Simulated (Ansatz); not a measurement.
# MgRh: a relaxation

Wanted: a converged relaxation for MgRh, and a check of what comes out. The structure is shown as the input types it.

Method: DFT, PBEsol, PAW with Ansatz's default frozen-core files, scalar-relativistic; relaxation of cell and atoms, in Ansatz 0.2.0.

1 further run of the same task is left out (set aside as unsound or not needed).

## Step 1: The structure to begin with

It takes space group Pm-3m (No. 221, cubic). Conventional cell: a = 3.084 Å, b = 3.084 Å, c = 3.084 Å, α = 90.00°, β = 90.00°, γ = 90.00°. Mg (site symmetry m-3m) is surrounded by 8 Rh at 2.67 Å. Around Rh (site symmetry m-3m) lie 8 Mg at 2.67 Å.

As a file:

```cif
data_structure
_symmetry_space_group_name_H-M 'Pm-3m'
_symmetry_Int_Tables_number 221
_cell_length_a 3.0839
_cell_length_b 3.0839
_cell_length_c 3.0839
_cell_angle_alpha 90.000
_cell_angle_beta 90.000
_cell_angle_gamma 90.000
_cell_volume 29.33
loop_
_atom_site_label
_atom_site_type_symbol
_atom_site_symmetry_multiplicity
_atom_site_Wyckoff_symbol
_atom_site_fract_x
_atom_site_fract_y
_atom_site_fract_z
_atom_site_occupancy
Mg1 Mg 1 a 0.00000 0.00000 0.00000 1
Rh1 Rh 1 b 0.50000 0.50000 0.50000 1
```

## Step 2: Running it

File input.yaml:

```yaml
crystal:
  lattice:
    - [3.08389210007, 0.0, 0.0]
    - [0.0, 3.08389210007, 0.0]
    - [0.0, 0.0, 3.08389210007]
  atoms:
    - { symbol: Mg, position: [0.0, 0.0, 0.0] }
    - { symbol: Rh, position: [0.5, 0.5, 0.5] }
kpoints:
  mp_grid: { grid: [16, 15, 17] }
scf:
  occupations: { method: fermi_dirac, width: 0.1 }
  max_iter: 75
hamiltonian:
  xc: pbesol
  pseudopotentials: { kind: paw }
relax:
  f_tol: 0.002
  max_steps: 80
  cell: { p_target: 10 }
output:
  forces: true
  stress: true
  write_density: true
  write_potential: true
  elf: true
  volumetric_format: npy
```

The run is started by

```sh
> ansatz run input.yaml --threads 1 --pin off --max-ram 2048MiB --backend cpu --events-out ev --progress --plain --runs-dir out
```

What happens when this is run?

This run ends as converged, with warnings (symmetry narrowed by mesh). Its log warns: «crystal.symmetry: narrowed to the stabiliser of the k-point mesh — unitary ops 48 → 8; excluded 40 operations that carry a point of the 16×15×17 mesh (shift [0, 0 ...»

Look at the input: kpoints.mp_grid.grid is [16, 15, 17]. The mesh has lower symmetry than the crystal, so equivalent directions are sampled differently.

Run again and compare: set kpoints.mp_grid.grid to [16, 16, 16].
